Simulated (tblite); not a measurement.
# C8H8OSi: the cost of one run

Programs: tblite 0.8.0 and PySCF 2.14.0, with density-fitted response routines of our own. Each step states its level of theory. These are calculated values for one molecule in the gas phase, unless marked as measured. Atoms are numbered from 0 throughout.

## 1. Starting geometry

18 atoms, charge 0, multiplicity 1; geometry from: force field or distance geometry start.

Bonds of the start (Å): C0–C1 1.34, C1–C2 1.49, C2–C3 1.42, C3–C4 1.38, C4–C5 1.41, C5–C6 1.37, C6–O7 1.35, C2–C8 1.35, C8–Si9 1.88, Si9–C0 1.88, O7–C3 1.40, C0–H10 1.09, C1–H11 1.07, C4–H12 1.08, C5–H13 1.09, C6–H14 1.08, C8–H15 1.09, Si9–H16 1.48, Si9–H17 1.48.

## 2. Optimising the geometry with GFN2-xTB

Job settings and geometry (Å):

```
{"job": {"kind": "relax", "xc": "GFN2-xTB", "basis": "xTB"}, "charge": 0, "multiplicity": 1}
C     -2.668500    -0.249900    -0.690900
C     -1.386400    -0.203800    -1.062200
C     -0.409300    -0.025100     0.042900
C      1.003900     0.061600    -0.082400
C      1.808400    -0.029000    -1.200400
C      3.154800     0.103100    -0.807600
C      3.128900     0.262900     0.551800
O      1.857900     0.237000     1.009300
C     -0.994900     0.080000     1.255800
Si    -2.863700    -0.044800     1.165400
H     -3.532200    -0.377200    -1.339900
H     -1.055800    -0.310000    -2.077300
H      1.447800    -0.165600    -2.208600
H      4.046000     0.085600    -1.431500
H      3.883700     0.403800     1.315200
H     -0.503500     0.225500     2.213800
H     -3.539500     1.226500     1.524600
H     -3.386400    -1.274100     1.810500
```

Run with:

```
> OMP_NUM_THREADS=1 python probes_run.py task.json out
```

The driver reads the jobs from task.json and runs them one after another.

Q: Estimate the wall time and peak memory of this first job on 1 thread of AMD EPYC, shared host.

About 1.1 s, with a peak of 0.18 GiB.
